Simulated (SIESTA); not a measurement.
**NaLaMnMoO6 under changes of volume**

One of the cells (13.838 Å³/atom); the others are scaled copies at fixed shape and fractional positions:

```
CELL_PARAMETERS angstrom
5.46810 -0.01137 -0.00034
2.45983 4.96752 -0.01867
0.11012 2.70249 5.07904
ATOMIC_POSITIONS crystal
Na 0.69740 0.05972 0.73638
La 0.41072 0.51412 0.00994
Mn 0.92147 0.57866 0.41655
Mo 0.21633 0.97870 0.33337
O 0.56869 0.61375 0.56391
O 0.40995 0.05114 0.05764
O 0.31236 0.21070 0.45135
O 0.04288 0.86047 0.12140
O 0.05836 0.76646 0.60633
O 0.86183 0.36628 0.20313
```

The cell was built by a generator and needn't be a form met in nature.

```yaml
Program: SIESTA 5.4.2
Functional: PBE
Potentials_or_basis: PseudoDojo 0.4 standard (PBE files)
Basis: DZP (energy shift 0.003 Ry; two zetas on semicore shells)
Grid_cutoff: 800 Ry
Energy_shift: 0.003 Ry
k_mesh: 6 × 6 × 5
Occupations: fermi-dirac, width 0.05 eV
Spin: collinear spin, ferromagnetic start
Starting_moments: "[0.0, 0.0, 4.0, 1.0, 0.0, 0.0, 0.0, 0.0, 0.0, 0.0] μB"
```

| volume (Å³/atom) | energy over the lowest point (meV/atom) | pressure (GPa) | gap on the mesh (eV) | largest force (eV/Å) |
| --- | --- | --- | --- | --- |
| 12.752 | 63.90 | 17.2 | 0.10 | 2.179 |
| 13.024 | 38.50 | 12.9 | 0.11 | 1.726 |
| 13.295 | ? | ? | ? | ? |
| 13.838 | 1.39 | 2.3 | 0.13 | 0.582 |
| 14.109 | 0.00 | -0.6 | 0.14 | 0.384 |
| 14.380 | 3.20 | -3.1 | 0.15 | 0.438 |

Problem. What does the run at 13.295 Å³/atom give?

Solution. Energy over the lowest point 20.02 meV/atom; pressure 9.0 GPa; gap on the mesh 0.11 eV; largest force 1.310 eV/Å.

Worked out: A Birch-Murnaghan fit of order 3 (a polynomial in V^(-2/3)) to the other rows has its minimum at 14.05 Å³/atom with B0 = V·E''(V) = 144 GPa and B' = 4.1 at fixed shape and positions, which overstates the stiffness. It gives 20.10 meV/atom at 13.295 Å³/atom, against the run's 20.02, and -dE/dV = 9.0 GPa, against 9.0.

Energies are extrapolated to zero smearing.

Caveats: short orbitals over semicore shells can move pressures by several GPa; spin-orbit coupling is left out, which moves the levels of the heavy elements; an odd mesh through Γ misses points on the zone boundary, where band edges often lie; the basis of atomic orbitals isn't converged, which shifts pressures, moduli and gaps; a cell with one magnetic atom can't hold antiferromagnetic order, which such compounds often take; forces of over 1 eV/Å show positions far from the minimum, so gaps and moduli don't describe the material at rest (some runs).
